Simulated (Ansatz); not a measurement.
**C₂H₇GaO₂: a ladder of functionals and wavefunction methods**

Aim: compute C₂H₇GaO₂ with functionals from several rungs and with coupled cluster. The yardstick is the atomisation energy at the CCSD(T) limit.

Computed with Ansatz 0.2.0, Gaussian basis. Level: functionals in def2-TZVPP, the program's frozen cores in correlated methods.

The runs, in order: LDA (SPW92), PBE-D4, revPBE-D4, BLYP-D4, r2SCAN-D4, B97M-V, PBE0-D4, B3LYP-D4, r2SCANh-D4, r2SCAN0-D4, HSE06-D4, BHLYP-D4, CAM-B3LYP-D4, LC-ωPBE, ωB97X-V, ωB97M-V, B2PLYP, PBE-QIDH; CCSD(T)/def2-SVP; CCSD(T)/def2-TZVPP; MP2/def2-QZVPP; extrapolation to the limit; RPA on PBE.

**1. The relaxed structure**

The geometry comes from an earlier relaxation with PBE0-D4 in a triple-zeta def2 set; it is a stationary point, not always the lowest conformer.

SMILES `C[CH2][Ga]([OH])[OH]`, 12 atoms, charge 0, spin multiplicity 1.

Atoms are counted from 1 here; the program's logs count them from 0.

Bond lengths: C1–C2 1.524 Å, C1–H6 1.094 Å, C1–H7 1.092 Å, C1–H8 1.092 Å, C2–Ga3 1.952 Å, C2–H9 1.094 Å, C2–H10 1.094 Å, Ga3–O4 1.793 Å, Ga3–O5 1.792 Å, O4–H11 0.959 Å, O5–H12 0.959 Å. Angles: C2–C1–H6 111.1°, C2–C1–H7 111.8°, C2–C1–H8 111.8°, H6–C1–H7 107.6°, H6–C1–H8 107.5°, H7–C1–H8 106.8°, C1–C2–Ga3 114.5°, C1–C2–H9 111.2°, C1–C2–H10 111.2°, Ga3–C2–H9 107.0°, Ga3–C2–H10 107.0°, H9–C2–H10 105.5°, C2–Ga3–O4 120.6°, C2–Ga3–O5 121.9°, O4–Ga3–O5 117.5°, Ga3–O4–H11 115.4°, Ga3–O5–H12 115.3°.

**2. LDA**

This LDA is Slater exchange with PW92 correlation.

in.yaml

```yaml
crystal:
  periodic: [false, false, false]
  atoms:
    - {symbol: C, position_ang: [-0.316253, 0.142359, 1.823613]}
    - {symbol: C, position_ang: [0.626481, 0.546409, 0.695757]}
    - {symbol: Ga, position_ang: [0.123667, -0.137640, -1.062184]}
    - {symbol: O, position_ang: [-1.336620, -1.159155, -1.260722]}
    - {symbol: O, position_ang: [1.088526, 0.222174, -2.528686]}
    - {symbol: H, position_ang: [0.016010, 0.552812, 2.781516]}
    - {symbol: H, position_ang: [-0.375412, -0.942617, 1.932985]}
    - {symbol: H, position_ang: [-1.333708, 0.498220, 1.648087]}
    - {symbol: H, position_ang: [1.647336, 0.204226, 0.892218]}
    - {symbol: H, position_ang: [0.694665, 1.635190, 0.608264]}
    - {symbol: H, position_ang: [-1.513688, -1.455019, -2.155201]}
    - {symbol: H, position_ang: [0.755997, -0.162159, -3.341645]}
basis:
  gaussian: {orbitals: def2-TZVPP}
hamiltonian: {xc: lda}
output: {orbitals: {seedname: orbitals}}
```

After this run come: PBE-D4 (GGA); revPBE-D4 (GGA); BLYP-D4 (GGA); r2SCAN-D4 (meta-GGA); B97M-V (meta-GGA); PBE0-D4 (hybrid); B3LYP-D4 (hybrid); r2SCANh-D4 (hybrid); r2SCAN0-D4 (hybrid); HSE06-D4 (hybrid); BHLYP-D4 (hybrid); CAM-B3LYP-D4 (range-separated); LC-ωPBE-D4 (range-separated); ωB97X-V (range-separated); ωB97M-V (range-separated); B2PLYP (double hybrid); PBE-QIDH (double hybrid); CCSD(T) in def2-SVP; CCSD(T) in def2-TZVPP; MP2 in def2-QZVPP; RPA on PBE orbitals.

Q: Predict the results of all the runs planned. Wanted: atomisation energy, CCSD(T)/CBS; farthest beyond LDA; mean size of error, GGA; mean size of error, meta-GGA; mean size of error, hybrid; mean size of error, range-separated; mean size of error, double hybrid; gap, smallest and largest; T1 diagnostic.

The runs gave:

| quantity | value |
| --- | --- |
| atomisation energy, CCSD(T)/CBS | 4464.5 kJ/mol |
| functionals within 44.6 kJ/mol (1.0 %) | PBE-D4, r2SCAN-D4, B97M-V, HSE06-D4, CAM-B3LYP-D4, LC-ωPBE, ωB97X-V, ωB97M-V |
| farthest beyond LDA | BHLYP-D4 (-189.4 kJ/mol) |
| mean size of error, GGA | 57.6 kJ/mol |
| mean size of error, meta-GGA | 28.3 kJ/mol |
| mean size of error, hybrid | 78.4 kJ/mol |
| mean size of error, range-separated | 25.7 kJ/mol |
| mean size of error, double hybrid | 62.6 kJ/mol |
| gap, smallest and largest | 5.57 eV (BLYP-D4), 12.91 eV (LC-ωPBE) |
| T1 diagnostic | 0.0130 |
| triples share of the correlation energy | 3.7 % |

The LDA atomisation energy is off by 619.1 kJ/mol (14 %): it overbinds. PBE-D4 misses by +41.4 kJ/mol. Double hybrids carry the basis error of their MP2 part in triple zeta, and no dispersion term here, so their miss is partly the set-up's. The rungs range-separated, meta-GGA miss on average by less than the doubt on the reference (44.6 kJ/mol), so they tie. The reference freezes the cores and leaves out relativity and excitations past (T), and its outer-core shells are covered unevenly, so misses under about 44.6 kJ/mol can't be ranked. Hartree-Fock recovers 71 % of the binding; the rest is correlation. CCSD(T) in def2-SVP is off by -257.8 kJ/mol, worse than the median functional, from the basis alone. Orbital gaps span 5.6 to 12.9 eV; exact exchange widens them. Correlated methods include outer-core shells of Ga, which these sets cover unevenly.
